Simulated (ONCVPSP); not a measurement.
# Promethium: generating and testing an ONCV potential

Aim: build the potential from the settings below, then test how well it stands in for the atom: other configurations, scattering, ghost states and the plane-wave cutoff that it needs.

Method: ONCVPSP 4.0.1, PBEsol, scalar-relativistic.

## Step 1: Settings

Typed settings, in words:

| Item | Value |
| --- | --- |
| element | promethium (Pm, Z = 61) |
| type | optimised norm-conserving Vanderbilt (ONCV) |
| frozen core | [Kr] 4d10 |
| valence charge | 15 |
| reference configuration | 4f5 5s2 5p6 (charge +2) |
| partial waves | 5s: rc 1.80 bohr, ncon 4, nbas 9, qcut 5.1 1/bohr, 1 projector; 5p: rc 1.80 bohr, ncon 4, nbas 9, qcut 5 1/bohr, 2 projectors, debl 0.7 Ha; d scattering state at 0.05 Ha: rc 1.40 bohr, ncon 4, nbas 7, qcut 7 1/bohr, 1 projector; 4f: rc 0.85 bohr, ncon 4, nbas 7, qcut 12.7 1/bohr, 2 projectors, debl 1.5 Ha |
| local potential | polynomial inside 0.75 bohr (lpopt 5, dvloc0 0 Ha) |
| core correction | not asked for |

The outer shells as boxes (Hund's rule for the drawing; the calculation is spin-unpolarised):

```
[Kr] core
4d [↑↓][↑↓][↑↓][↑↓][↑↓]
4f [↑ ][↑ ][↑ ][↑ ][↑ ][  ][  ]
5s [↑↓]
5p [↑↓][↑↓][↑↓]
```

An earlier all-electron run gives the scale for the radii.

All-electron outer shells of the reference configuration (PBEsol, scalar-relativistic, ld1.x):

```
shell  level (eV)  outermost node (bohr)  outermost maximum (bohr)
   5p      -35.79                   0.75                      1.46
   4f      -15.22                      –                      0.64
   5d      -13.54                   0.86                      2.04
   6s      -13.42                   1.71                      3.28
   6p       -9.57                   2.01                      4.01
```

## Step 2: Generating the potential

Contents of Pm.dat:

```
# ATOM AND REFERENCE CONFIGURATION
# atsym  z   nc   nv     iexc    psfile
  Pm 61.00    9    3  -116133      upf
#
#   n    l    f
    1    0    2.00
    2    0    2.00
    2    1    6.00
    3    0    2.00
    3    1    6.00
    3    2   10.00
    4    0    2.00
    4    1    6.00
    4    2   10.00
    4    3    5.00
    5    0    2.00
    5    1    6.00
#
# PSEUDOPOTENTIAL AND OPTIMIZATION
# lmax
    3
#
#   l,   rc,      ep,       ncon, nbas, qcut
    0    1.80    0.00    4    9    5.10
    1    1.80    0.00    4    9    5.00
    2    1.40    0.05    4    7    7.00
    3    0.85    0.00    4    7   12.70
#
# LOCAL POTENTIAL
# lloc, lpopt,  rc(5),   dvloc0
    4    5    0.75    0.00
#
# VANDERBILT-KLEINMAN-BYLANDER PROJECTORs
# l, nproj, debl
    0    1    1.90
    1    2    0.70
    2    1    1.20
    3    2    1.50
#
# MODEL CORE CHARGE
# icmod, fcfact, rcfact
    0    0.00    0.00
#
# LOG DERIVATIVE ANALYSIS
# epsh1, epsh2, depsh
   -4.00    5.00    0.02
#
# OUTPUT GRID
# rlmax, drl
    6.00    0.01
#
# TEST CONFIGURATIONS
# ncnf
    4
# nvcnf
#   n    l    f
    4
    4    3    5.00
    5    0    2.00
    5    1    6.00
    6    0    2.00
#
    4
    4    3    5.00
    5    0    2.00
    5    1    6.00
    6    0    1.00
#
    3
    4    3    4.00
    5    0    2.00
    5    1    6.00
#
    5
    4    3    4.00
    5    0    2.00
    5    1    6.00
    5    2    1.00
    6    0    1.00
#
```

Run with:

```console
$ oncvpsp.x < Pm.dat > Pm.out
```

What does the calculation give? Wanted: cutoffs for 1 and 0.1 mHa per electron, occupied waves; bound ghosts; GHOST(+) flags; largest test error; largest phase difference near zero energy, channels read; projector energies reset by the program.

As calculated:

| quantity | value |
| --- | --- |
| cutoffs for 1 and 0.1 mHa per electron, occupied waves | 286 Ha and 384 Ha |
| bound ghosts | s at -621.57 eV, p at -180.83 eV, d at -27.90 eV |
| GHOST(+) flags | f at 3640 eV |
| largest test error (AE − PS) | +17 meV, for 4f4 5s2 5p6 (2 tests unsolved) |
| largest phase difference near zero energy, channels read | 2.760 rad |
| projector energies reset by the program | p: -1.315, 0.250 Ha |

A bound ghost (s, p, d) makes it unfit for use: electrons can fall into a state that the atom doesn't have. By total energies transferability is good where solved: the largest error is 17 meV on 23.2 eV, for 4f4 5s2 5p6. Atomic tests can pass in spite of a ghost, since they solve only for the levels asked. Of the tests 2 gave no usable energy difference, which is a warning in itself. The potential is very hard: the looser tolerance needs 286 Ha. At the looser tolerance the 4f wave is the slowest; 5p needs 12 Ha. Near zero energy the largest phase difference among the channels read is 2.76 rad, in the s channel. The pseudo curves have poles with no partner nearby in the atom's: s at 0.73 Ha, d at -0.97 Ha. At positive energy that is a spurious or a displaced resonance. The program also flags highly localised states, GHOST(+) (f).
